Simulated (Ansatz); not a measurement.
# H₂O₂S₂W: shape, modes and thermochemistry

What shape does H₂O₂S₂W take? The plan is to relax it, then compute its harmonic vibrations to see whether it is a minimum and to get the zero-point energy and entropy, and look at its orbitals and charge.

Program: Ansatz 0.2.0, Gaussian basis. Level of theory: RKS PBE0-D4/def2-TZVP. These are calculated values, not measurements.

The runs, in order: relaxation at PBE-D4/def2-SVP; relaxation at PBE0-D4/def2-TZVP; harmonic vibrations at the same level; a single point in def2-TZVPP for the fields.

### 1 Starting geometry

SMILES `[OH][W]([OH])(=[S])=[S]`, 7 atoms, charge 0, spin multiplicity 1.

Atoms are counted from 1 here; the program's logs count them from 0.

Bond lengths: O1–W2 2.765 Å, O1–H6 0.986 Å, W2–O3 1.578 Å, W2–S4 2.916 Å, W2–S5 1.449 Å, O3–H7 0.929 Å. Angles: W2–O1–H6 53.6°, O1–W2–O3 101.7°, O1–W2–S4 100.1°, O1–W2–S5 134.2°, O3–W2–S4 90.7°, O3–W2–S5 123.4°, S4–W2–S5 87.8°, W2–O3–H7 109.4°.

Geometry (Å):

```xyz
7

O    -1.1815    0.7868   -1.8707
W     0.8018   -0.0058   -0.1142
O     0.4470   -1.5275    0.1040
S    -0.4558    0.6897    2.4235
S     2.0158    0.6091    0.3842
H    -1.1067    1.0383   -0.9200
H    -0.4593   -1.6587   -0.0525
```

The start is a force-field geometry with small random shifts, so a cheaper pass at PBE-D4/def2-SVP comes first. W takes the def2 core potential; no spin-orbit term is included.

### 2 Relaxation at PBE-D4/def2-SVP (cheap first pass)

Contents of in.yaml:

```yaml
crystal:
  periodic: [false, false, false]
  atoms:
    - {symbol: O, position_ang: [-1.181500, 0.786800, -1.870700]}
    - {symbol: W, position_ang: [0.801800, -0.005800, -0.114200]}
    - {symbol: O, position_ang: [0.447000, -1.527500, 0.104000]}
    - {symbol: S, position_ang: [-0.455800, 0.689700, 2.423500]}
    - {symbol: S, position_ang: [2.015800, 0.609100, 0.384200]}
    - {symbol: H, position_ang: [-1.106700, 1.038300, -0.920000]}
    - {symbol: H, position_ang: [-0.459300, -1.658700, -0.052500]}
basis:
  gaussian: {orbitals: def2-SVP}
hamiltonian: {xc: pbe, dispersion: d4}
relax: {f_tol: 0.03, max_steps: 200}
```

The run is started by

```bash
ansatz run in.yaml --threads 4 --pin off --events-out ev --progress --plain --max-ram 10444MiB
```

Log, cut to the lines that bear on the results:

```text
Functional definition: PBE
  name "PBE"
  cite "Perdew, Burke & Ernzerhof, Phys. Rev. Lett. 77, 3865 (1996) doi:10.1103/PhysRevLett.77.3865"
  parent pbe
[...]
1119 factors; their error is unknown
[...]
mean field -27574.95438997 eV, -1013.3608828561 hartree, gradient 2.0e-5 eV, S^2 0.000000; 4 other end points of the search recorded, 0 dependent functions left out
[...]
reference -27574.95444614 eV, -1013.3608849203 hartree; 32, 32 occupied and 74, 74 virtual orbitals, 1119 factors
relax step   1: F+E_penalty+E_count = -27575.18954435 eV  Δ(F+E_penalty+E_count) = +0.000e0 eV  max|allowed force component| = 8.787e1 eV/Å  Δτ_max = 0.0000 Å  (223 SCF iters, accepted)
[...]
relax step   4: F+E_penalty+E_count = -27603.66905090 eV  Δ(F+E_penalty+E_count) = -3.046e0 eV  max|allowed force component| = 4.243e0 eV/Å  Δτ_max = 0.1928 Å  (46 SCF iters, accepted)
[...]
relax step   7: F+E_penalty+E_count = -27606.37181081 eV  Δ(F+E_penalty+E_count) = -3.064e-1 eV  max|allowed force component| = 1.704e0 eV/Å  Δτ_max = 0.1948 Å  (38 SCF iters, accepted)
[...]
relax step  10: F+E_penalty+E_count = -27606.55149233 eV  Δ(F+E_penalty+E_count) = -1.459e-2 eV  max|allowed force component| = 5.331e-2 eV/Å  Δτ_max = 0.0363 Å  (33 SCF iters, accepted)
[...]
relax step  12: F+E_penalty+E_count = -27606.55317295 eV  Δ(F+E_penalty+E_count) = -5.486e-4 eV  max|allowed force component| = 5.647e-2 eV/Å  Δτ_max = 0.0175 Å  (32 SCF iters, accepted)
[...]
relax step  13: F+E_penalty+E_count = -27606.55345176 eV  Δ(F+E_penalty+E_count) = -2.788e-4 eV  max|allowed force component| = 1.341e-2 eV/Å  Δτ_max = 0.0087 Å  (32 SCF iters, accepted)
1119 factors; their error is unknown
[...]
mean field -27606.31377318 eV, -1014.5133189328 hartree, gradient 1.6e-5 eV, S^2 0.000000; 1 other end points of the search recorded, 0 dependent functions left out
[...]
reference -27606.31383692 eV, -1014.5133212752 hartree; 32, 32 occupied and 74, 74 virtual orbitals, 1119 factors
Total energy: -27606.55351551 eV, -1014.5221293008 hartree
Atom 0 at    -0.556532     1.052752    -1.285981 Å, force     0.001633    -0.002045     0.000635 eV/Å
Atom 1 at     0.328409     0.138998     0.115113 Å, force    -0.013414    -0.012134    -0.001166 eV/Å
Atom 2 at     0.296830    -1.737540    -0.129030 Å, force     0.000170     0.007938     0.000189 eV/Å
Atom 3 at    -0.585394     0.639642     1.997616 Å, force     0.004477     0.002077     0.000146 eV/Å
Atom 4 at     2.385888     0.772636     0.125711 Å, force     0.009507     0.004901     0.002754 eV/Å
Atom 5 at    -1.471280     1.383407    -1.203480 Å, force    -0.001158    -0.000659    -0.000699 eV/Å
Atom 6 at    -0.336621    -2.317995     0.334351 Å, force    -0.001215    -0.000077    -0.001859 eV/Å
Dipole moment:    -0.723635    -0.288878    -0.161539 e Å
```

It took 23 s on 4 threads of Arm Neoverse V1, shared host.

The steps of the relaxation:

```tsv
step	energy from step 1 (eV)	largest force component (eV/Å)
1	0.0000	87.8717
2	-19.9235	19.0354
3	-25.4339	7.5199
4	-28.4795	4.2433
5	-30.1239	3.7947
6	-30.8758	2.4325
7	-31.1823	1.7042
8	-31.3471	0.2471
9	-31.3474	0.6332
10	-31.3619	0.0533
11	-31.3631	0.1050
12	-31.3636	0.0565
13	-31.3639	0.0134
```

Close pairs (by a distance rule), those that changed most:

```tsv
bond	before (Å)	after (Å)	change (Å)
O1–W2	2.765	1.892	-0.873
W2–S4	2.916	2.152	-0.765
W2–S5	1.449	2.153	+0.704
W2–H7	2.080	2.555	+0.475
W2–O3	1.578	1.893	+0.315
W2–H6	2.320	2.555	+0.235
O3–H7	0.929	0.976	+0.047
O1–H6	0.986	0.976	-0.010
```

### 3 Optimising with PBE0-D4/def2-TZVP

Contents of in.yaml:

```yaml
crystal:
  periodic: [false, false, false]
  atoms:
    - {symbol: O, position_ang: [-0.556532, 1.052752, -1.285981]}
    - {symbol: W, position_ang: [0.328409, 0.138998, 0.115113]}
    - {symbol: O, position_ang: [0.296830, -1.737540, -0.129030]}
    - {symbol: S, position_ang: [-0.585394, 0.639642, 1.997616]}
    - {symbol: S, position_ang: [2.385888, 0.772636, 0.125711]}
    - {symbol: H, position_ang: [-1.471280, 1.383407, -1.203480]}
    - {symbol: H, position_ang: [-0.336621, -2.317995, 0.334351]}
basis:
  gaussian: {orbitals: def2-TZVP}
hamiltonian: {xc: pbe0, dispersion: d4}
relax: {f_tol: 0.005, max_steps: 150}
```

The command is unchanged.

Log, cut to the lines that bear on the results:

```text
Functional definition: PBE0
  name "PBE0"
  cite "Adamo & Barone, J. Chem. Phys. 110, 6158 (1999) doi:10.1063/1.478522"
  cite "Perdew, Burke & Ernzerhof, Phys. Rev. Lett. 77, 3865 (1996) doi:10.1103/PhysRevLett.77.3865"
  parent pbe
[...]
1332 factors; their error is unknown
[...]
mean field -27618.84252016 eV, -1014.9737418920 hartree, gradient 5.4e-5 eV, S^2 0.000000; 0 other end points of the search recorded, 0 dependent functions left out
[...]
reference -27618.84254754 eV, -1014.9737428981 hartree; 32, 32 occupied and 156, 156 virtual orbitals, 1332 factors
relax step   1: F+E_penalty+E_count = -27619.04936958 eV  Δ(F+E_penalty+E_count) = +0.000e0 eV  max|allowed force component| = 8.976e-1 eV/Å  Δτ_max = 0.0000 Å  (32 SCF iters, accepted)
[...]
reference -27618.89757309 eV, -1014.9757650498 hartree; 32, 32 occupied and 156, 156 virtual orbitals, 1332 factors
Total energy: -27619.10671818 eV, -1014.9834509900 hartree
Atom 0 at    -0.559311     1.016054    -1.276762 Å, force     0.000098    -0.000817     0.001278 eV/Å
Atom 1 at     0.326423     0.139744     0.119241 Å, force    -0.000934    -0.000652    -0.000887 eV/Å
Atom 2 at     0.276217    -1.712066    -0.144502 Å, force    -0.000677     0.001364     0.000443 eV/Å
Atom 3 at    -0.589990     0.627640     1.971050 Å, force     0.001273     0.000154    -0.000586 eV/Å
Atom 4 at     2.358822     0.763373     0.122087 Å, force    -0.000104     0.000297     0.000813 eV/Å
Atom 5 at    -1.439412     1.390220    -1.182733 Å, force    -0.000155     0.000754    -0.000887 eV/Å
Atom 6 at    -0.311450    -2.293064     0.345920 Å, force     0.000499    -0.001101    -0.000174 eV/Å
Dipole moment:    -0.685570    -0.253292    -0.104514 e Å
```

Wall time 31 s (4 threads of Arm Neoverse V1, shared host); peak memory 0.55 GiB.

Along the way:

```tsv
step	energy from step 1 (eV)	largest force component (eV/Å)
1	0.0000	0.8976
2	-0.0390	0.7378
3	-0.0568	0.0680
4	-0.0572	0.0291
5	-0.0572	0.0744
6	-0.0573	0.0054
7	-0.0573	0.0014
```

Distances of close pairs at the start and the end, largest changes first:

```tsv
bond	before (Å)	after (Å)	change (Å)
W2–S4	2.152	2.123	-0.029
W2–S5	2.153	2.126	-0.027
W2–O3	1.893	1.871	-0.021
O1–W2	1.892	1.871	-0.021
O3–H7	0.976	0.961	-0.015
O1–H6	0.976	0.961	-0.015
```

Mulliken charges at the end point, from the run's report:

```tsv
atom	value (e)
O1	-0.59
W2	1.09
O3	-0.59
S4	-0.31
S5	-0.32
H6	0.36
H7	0.36
```

### 4 Force constants and modes

Contents of in.yaml:

```yaml
crystal:
  periodic: [false, false, false]
  atoms:
    - {symbol: O, position_ang: [-0.559311, 1.016054, -1.276762]}
    - {symbol: W, position_ang: [0.326423, 0.139744, 0.119241]}
    - {symbol: O, position_ang: [0.276217, -1.712066, -0.144502]}
    - {symbol: S, position_ang: [-0.589990, 0.627640, 1.971050]}
    - {symbol: S, position_ang: [2.358822, 0.763373, 0.122087]}
    - {symbol: H, position_ang: [-1.439412, 1.390220, -1.182733]}
    - {symbol: H, position_ang: [-0.311450, -2.293064, 0.345920]}
basis:
  gaussian: {orbitals: def2-TZVP}
hamiltonian: {xc: pbe0, dispersion: d4}
phonons: {temperatures: {t_min: 298.15, t_max: 900, t_step: 200}}
```

Same command.

Log, cut to the lines that bear on the results:

```text
Functional definition: PBE0
  name "PBE0"
  cite "Adamo & Barone, J. Chem. Phys. 110, 6158 (1999) doi:10.1063/1.478522"
  cite "Perdew, Burke & Ernzerhof, Phys. Rev. Lett. 77, 3865 (1996) doi:10.1103/PhysRevLett.77.3865"
  parent pbe
[...]
1332 factors; their error is unknown
[...]
mean field -27618.89753903 eV, -1014.9757637982 hartree, gradient 3.7e-5 eV, S^2 0.000000; 0 other end points of the search recorded, 0 dependent functions left out
[...]
reference -27618.89756621 eV, -1014.9757647971 hartree; 32, 32 occupied and 156, 156 virtual orbitals, 1332 factors
[...]
1332 factors; their error is unknown
mean field -27618.89736175 eV, -1014.9757572832 hartree, gradient 1.3e-6 eV, S^2 0.000000; 0 other end points of the search recorded, 0 dependent functions left out
[...]
reference -27618.89738893 eV, -1014.9757582823 hartree; 32, 32 occupied and 156, 156 virtual orbitals, 1332 factors
[...]
Total energy: -27619.10671129 eV, -1014.9834507369 hartree
Atom 0 at    -0.559311     1.016054    -1.276762 Å, force     0.000089    -0.000810     0.001277 eV/Å
Atom 1 at     0.326423     0.139744     0.119241 Å, force    -0.000987    -0.000664    -0.000901 eV/Å
Atom 2 at     0.276217    -1.712066    -0.144502 Å, force    -0.000681     0.001350     0.000450 eV/Å
Atom 3 at    -0.589990     0.627640     1.971050 Å, force     0.001341     0.000158    -0.000619 eV/Å
Atom 4 at     2.358822     0.763373     0.122087 Å, force    -0.000125     0.000308     0.000858 eV/Å
Atom 5 at    -1.439412     1.390220    -1.182733 Å, force    -0.000142     0.000747    -0.000886 eV/Å
Atom 6 at    -0.311450    -2.293064     0.345920 Å, force     0.000506    -0.001090    -0.000179 eV/Å
Dipole moment:    -0.685571    -0.253292    -0.104515 e Å
Vibrations: 175.45 177.41 204.51 213.19 222.49 272.80 305.12 553.19 563.32 619.65 643.80 732.27 738.64 3883.32 3887.29 cm⁻¹, zero-point energy 0.817828 eV
```

Run time: 2.1 min. Hardware: 4 threads of Arm Neoverse V1, shared host; peak memory 0.55 GiB.

Motions are named by where the mode's potential energy lies. The modes, unscaled (a negative number is an imaginary wavenumber):

```tsv
mode	cm⁻¹	motion
1	175	bend with torsion
2	177	bend
3	205	bend
4	213	bend
5	222	bend with torsion
6	273	torsion
7	305	torsion
8	553	W–S stretch
9	563	W–S stretch
10	620	bend
11	644	bend
12	732	W–O stretch
13	739	W–O stretch
14	3883	O–H stretch
15	3887	O–H stretch
```

Ideal gas, rigid rotor and harmonic oscillator at 298.15 K and 1 bar, with symmetry number 1:

```tsv
term	value
zero-point energy	78.9 kJ/mol
H(298) − E	100.7 kJ/mol
entropy, translation	179.2 J/(mol K)
entropy, rotation	118.3 J/(mol K)
entropy, vibration	67.5 J/(mol K)
entropy, total	365.0 J/(mol K)
```

### 5 Orbitals, density and potential

in.yaml: that of step 4 with these lines changed.

```diff
@@ -11,4 +11,4 @@
 basis:
-  gaussian: {orbitals: def2-TZVP}
+  gaussian: {orbitals: def2-TZVPP}
 hamiltonian: {xc: pbe0, dispersion: d4}
-phonons: {temperatures: {t_min: 298.15, t_max: 900, t_step: 200}}
+output: {orbitals: {seedname: orbitals}}
```

Launched as before.

Log:

```text
Functional definition: PBE0
  name "PBE0"
  cite "Adamo & Barone, J. Chem. Phys. 110, 6158 (1999) doi:10.1063/1.478522"
  cite "Perdew, Burke & Ernzerhof, Phys. Rev. Lett. 77, 3865 (1996) doi:10.1103/PhysRevLett.77.3865"
  parent pbe
  parameter a = 0.25
  parameter kappa = 0.804
  parameter beta = 0.06672455060314922
  exchange = (1 - a)*pbe_x(kappa = kappa, mu = beta*pi^2/3) + a*exact_x
  correlation = pbe_c(beta = beta)
1450 factors; their error is unknown
mean field evaluation 1: about -27609.6390 eV, gradient 7.6e1 eV
mean field evaluation 2: about -27565.1305 eV, gradient 1.8e2 eV
mean field evaluation 4: about -27617.5635 eV, gradient 2.5e1 eV
mean field evaluation 8: about -27619.0683 eV, gradient 3.0e-1 eV
mean field evaluation 16: about -27619.1071 eV, gradient 1.1e-4 eV
mean field -27619.10711652 eV, -1014.9834656289 hartree, gradient 3.3e-5 eV, S^2 0.000000; 0 other end points of the search recorded, 0 dependent functions left out
reference -27619.10714401 eV, -1014.9834666391 hartree; 32, 32 occupied and 198, 198 virtual orbitals, 1450 factors
Total energy: -27619.31628909 eV, -1014.9911525790 hartree
```

It took 3.8 s on 4 threads of Arm Neoverse V1, shared host; peak memory 0.63 GiB.

The fields below are evaluated on a grid from the run's orbitals.

Frontier orbitals at PBE0-D4/def2-TZVPP, with the share of their density that lies nearest to each atom:

```tsv
orbital	energy (eV)	lies on
HOMO-1	-7.93	S5 69 %; W2 10 %; S4 7 %
HOMO	-7.24	S5 52 %; S4 40 %
LUMO	-2.63	W2 50 %; S4 24 %; S5 15 %
```

ELF in a plane through or near 3 of the atoms.

Ten even steps from ' ' (0.00) to '@' (0.90):
```
                                                        
                      ..::::::::..                      
                  ..--++**####**++--..                  
                ..--##%%@@@@@@@@%%##--..                
              ..--**%%@@##--..##@@%%**--..              
              ..--**%%%%==@@%%==%%%%**--..              
                ..==%%%%%%====%%@@%%==..                
                  ..++####**######++..                  
            ..::--::....--++++::....::--::..            
          ::==%%@@@@##--::%%%%----##@@@@%%==::          
          ::++@@%%==%%##----==--####**%%%%++::          
          ::++%%%%**@@@@**....**@@@@++%%%%++::          
          ::==######****--    ==++**######==::          
            ::------::::..    ..::::------::            
                                                        
                                                        
                                                        
                                                        
                                                        
                                                        
```
The map spans 9.3 Å across and 10.0 Å up, centred on the molecule. Atoms in the plane (x, y in Å): O1 (1.5, -0.5), O3 (-1.5, -0.5), S5 (0.0, 2.4).

On the surface of density 0.002 e/bohr³ the electrostatic potential runs, from the 1st to the 99th percentile, from -0.72 V near O3 to 2.91 V near H7.

### 6 Summary of results

```
                  quantity            value
               point group               Cs
                     steps           13 + 7
shift from the start (rms)          0.601 Å
              total energy   -27619.1067 eV
           dispersion term         -209 meV
             dipole moment           3.55 D
lowest, highest wavenumber   175, 3887 cm⁻¹
         zero-point energy      78.9 kJ/mol
       entropy at 298.15 K  365.0 J/(mol K)
                HOMO, LUMO  -7.24, -2.63 eV
```

In words: The atoms moved 0.60 Å (rms) from the start; the bond that changed most is O1–W2, from 2.765 to 1.871 Å. All wavenumbers are real, so the end point is a minimum. The stiffest mode, 3887 cm⁻¹, is an O–H stretch, and 2 modes under 200 cm⁻¹ make the vibrational entropy uncertain. Harmonic hybrid wavenumbers usually lie a few per cent above measured fundamentals. The largest Mulliken charge, +1.09 e, sits on W2. The HOMO lies mostly on S5 52 %; S4 40 % and the LUMO on W2 50 %; S4 24 %.
